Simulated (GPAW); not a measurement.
Wanted: an ASE script for a GPAW 26.7.0 run.

```
Task                : equation of state
Functional          : LDA
Potentials or basis : the program's PAW data sets (release 1.2.1) made for this functional
Cutoff              : 600 eV
Basis               : pw
k mesh              : 7 × 7 × 6
Occupations         : fermi-dirac, width 0.05 eV
Spin                : no spin polarisation
Maxiter             : 150
Eos scales          : [0.94, 0.96, 0.98, 1.0, 1.02, 1.04, 1.06]
```

Crystal: NbTe.

```
Te Nb
1.0
     3.70297    0.00000    0.00000
    -1.85149    3.20687    0.00000
     0.00000    0.00000    3.69421
Te Nb
1 1
Direct
  0.66667 0.33333 0.00000
  0.00000 0.00000 0.50000
```

The cell comes from a database or a generator and needn't be the stable form of this composition.

The input as run:

run.py

```python
from ase import Atoms
from ase.eos import EquationOfState
from ase.io import Trajectory
from ase.units import GPa
from gpaw import GPAW, PW

atoms = Atoms(['Te', 'Nb'],
              cell=[[3.7029743866, 0.0, 0.0],
                    [-1.8514871933, 3.2068698884, 0.0],
                    [0.0, 0.0, 3.694211]],
              scaled_positions=[[0.6666666667, 0.3333333333, 0.0],
                                [0.0, 0.0, 0.5]],
              pbc=True)

traj = Trajectory('eos.traj', 'w')
volumes, energies = [], []
for x in [0.94, 0.96, 0.98, 1.0, 1.02, 1.04, 1.06]:
    a = atoms.copy()
    a.set_cell(atoms.cell * x**(1 / 3), scale_atoms=True)
    calc = GPAW(mode=PW(600),
                xc='LDA',
                kpts={'size': (7, 7, 6), 'gamma': True},
                occupations={'name': 'fermi-dirac', 'width': 0.05},
                nbands=20,
                convergence={'density': 1e-05, 'energy': 1e-05},
                maxiter=150,
                txt=f'eos-{x:.2f}.txt')
    a.calc = calc
    energies.append(a.get_potential_energy(force_consistent=True))
    volumes.append(a.get_volume())
    p = -a.get_stress()[:3].mean() / GPa
    calc.write(f'eos-{x:.2f}.gpw')
    traj.write(a)
    print(f'{x:.2f} {volumes[-1]:10.4f} A^3 {energies[-1]:14.6f} eV {p:9.3f} GPa', flush=True)

v0, e0, B = EquationOfState(volumes, energies, eos='birchmurnaghan').fit()
print(f'V0 = {v0:.4f} A^3, E0 = {e0:.6f} eV, B0 = {B / GPa:.2f} GPa')
```

Potentials or basis: the program's PAW data sets (release 1.2.1) made for this functional, pw.

Run with:

```sh
$ OMP_NUM_THREADS=1 python run.py
```

It gave:

| Item | Value |
| --- | --- |
| Equilibrium volume | 20.47 Å³/atom (rough: see the caveat) |
| Bulk modulus at fixed shape and positions | 144 GPa (rough) |

Caveat: the minimum lies outside the volumes run; the cell was scaled at fixed shape and fractional positions, which overstates the stiffness of a crystal with free parameters, most of all of layers and chains.

Wall time 46 s on 1 thread of AMD EPYC 9R45 96-Core Processor (Zen 5), on a shared host, peak memory 0.25 GiB.
